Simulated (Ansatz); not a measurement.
Crystal: VCrC2.

```
Cr V C
1.0
     1.46063    0.84330    4.73939
    -1.46063    0.84330    4.73939
     0.00000   -1.68659    4.73939
Cr V C
1 1 2
Cartesian
  0.0000 0.0000 7.1091
  0.0000 0.0000 0.0000
  0.0000 0.0000 3.5369
  0.0000 0.0000 10.6813
```

The cell comes from a database or a generator and needn't be the stable form of this composition.

Base run:

| Property | Result |
| --- | --- |
| Program | Ansatz 0.2.0 |
| Functional | PBE |
| Potentials or basis | Ansatz PAW |
| Cutoff | 420 eV |
| Density cutoff | 1680 eV |
| k mesh | 11 × 11 × 11 |
| Occupations | fermi-dirac, width 0.05 eV |
| Spin | collinear spin, ferromagnetic start |
| Starting moments | [3.0, 2.0, 0.0, 0.0] μB |
| Hubbard terms | Cr d U = 2 eV, V d U = 2 eV |

Its results: band gap on the k mesh none (metal or under the smearing width); pressure 10.1 GPa; net moment 1.70 μB per cell; site moments Cr +1.91; V -0.23; C -0.10 μB; largest force 0.465 eV/Å.

Question: After a change of settings the same cell gave: band gap on the k mesh none (metal or under the smearing width); pressure 0.5 GPa; net moment 1.70 μB per cell; site moments Cr +1.87; V -0.19; C -0.10 μB; largest force 0.402 eV/Å. Which change was it?
A. functional from PBE to PBEsol; hubbard terms from Cr d U = 2 eV, V d U = 2 eV to Cr d U = 1 eV, V d U = 1 eV
B. hubbard terms from Cr d U = 2 eV, V d U = 2 eV to Cr d U = 1 eV, V d U = 1 eV
C. hubbard terms from Cr d U = 2 eV, V d U = 2 eV to none; hubbard projectors from ortho-atomic (the default) to none
D. functional from PBE to PBEsol

Answer: D.

PBEsol binds more tightly than PBE, so the same cell stands under less pressure.

Caveats: the magnetic or orbital state may not be the lowest; the U is typed as a test and isn't derived for this compound; the PAW data sets come from PBE, with cores solved anew for the run's functional, which leaves a small shift of forces and pressure (some runs).

Not every run made on this cell is shown here.
